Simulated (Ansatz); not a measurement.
# C₂H₄NSi radical: basis-set convergence

One table from this session's results is given with a row withheld; the runs are named, their logs left out.

Computed with Ansatz 0.2.0, Gaussian basis. Level: one geometry, several basis sets.

Levels to be run: PBE0-D4/def2-SVP; ωB97M-V/def2-SVP; PBE0-D4/def2-QZVPP; ωB97M-V/def2-QZVPP; CCSD(T)/cc-pV(D+d)Z; CCSD(T)/cc-pV(T+d)Z; CCSD(T)/cc-pV(Q+d)Z; the functionals' def2-TZVPP values are taken from earlier runs.

## The relaxed structure

An earlier PBE0-D4 in a triple-zeta def2 set relaxation fixed the geometry.

8 atoms, charge 0, spin multiplicity 2.

Atoms are counted from 1 here; the program's logs count them from 0.

Bond lengths: C1–Si2 1.864 Å, C1–H5 1.091 Å, C1–H6 1.092 Å, C1–H7 1.094 Å, Si2–C3 1.838 Å, Si2–H8 1.484 Å, C3–N4 1.155 Å. Angles: Si2–C1–H5 110.6°, Si2–C1–H6 110.3°, Si2–C1–H7 110.3°, H5–C1–H6 108.6°, H5–C1–H7 108.5°, H6–C1–H7 108.6°, C1–Si2–C3 110.3°, C1–Si2–H8 114.8°, C3–Si2–H8 107.7°, Si2–C3–N4 175.9°.

The first run:

Contents of in.yaml:

```yaml
crystal:
  periodic: [false, false, false]
  atoms:
    - {symbol: C, position_ang: [-0.643027, 0.918637, -0.357917]}
    - {symbol: Si, position_ang: [0.065082, -0.284541, 0.876527]}
    - {symbol: C, position_ang: [1.492298, -1.183551, 0.146478]}
    - {symbol: N, position_ang: [2.438949, -1.698541, -0.269068]}
    - {symbol: H, position_ang: [0.121526, 1.623692, -0.687981]}
    - {symbol: H, position_ang: [-1.464686, 1.480738, 0.089821]}
    - {symbol: H, position_ang: [-1.022669, 0.384143, -1.233230]}
    - {symbol: H, position_ang: [-0.895272, -1.297578, 1.379470]}
basis:
  gaussian: {orbitals: def2-SVP}
magnetization: {spin_polarized: true, initial_magnetization: 1}
hamiltonian: {xc: pbe0, dispersion: d4}
output: {orbitals: {seedname: orbitals}}
```

Started as:

```sh
$ ansatz run in.yaml --threads 2 --pin off --events-out ev --progress --plain --max-ram 20480MiB --backend cpu
```

Steps of the session up to this table: PBE0-D4 in def2-SVP; ωB97M-V in def2-SVP; PBE0-D4 in def2-QZVPP; ωB97M-V in def2-QZVPP.

One of the session's tables, all rows but one given; the rest of the session is left out.

| functional | basis | HOMO (eV) | LUMO (eV) |
| --- | --- | --- | --- |
| PBE0-D4 | def2-SVP | -6.63 | -2.98 |
| PBE0-D4 | def2-TZVPP | -6.69 | -3.03 |
| PBE0-D4 | def2-QZVPP | -6.70 | -3.05 |
| ωB97M-V | def2-SVP | -8.32 | -1.26 |
| ωB97M-V | def2-TZVPP | ? | ? |
| ωB97M-V | def2-QZVPP | -8.44 | -1.42 |

Estimate the missing values for ωB97M-V, def2-TZVPP.

**Answer.** HOMO (eV): -8.42; LUMO (eV): -1.38. In the column «HOMO (eV)» it lies between ωB97M-V, def2-QZVPP (-8.44) and ωB97M-V, def2-SVP (-8.32).
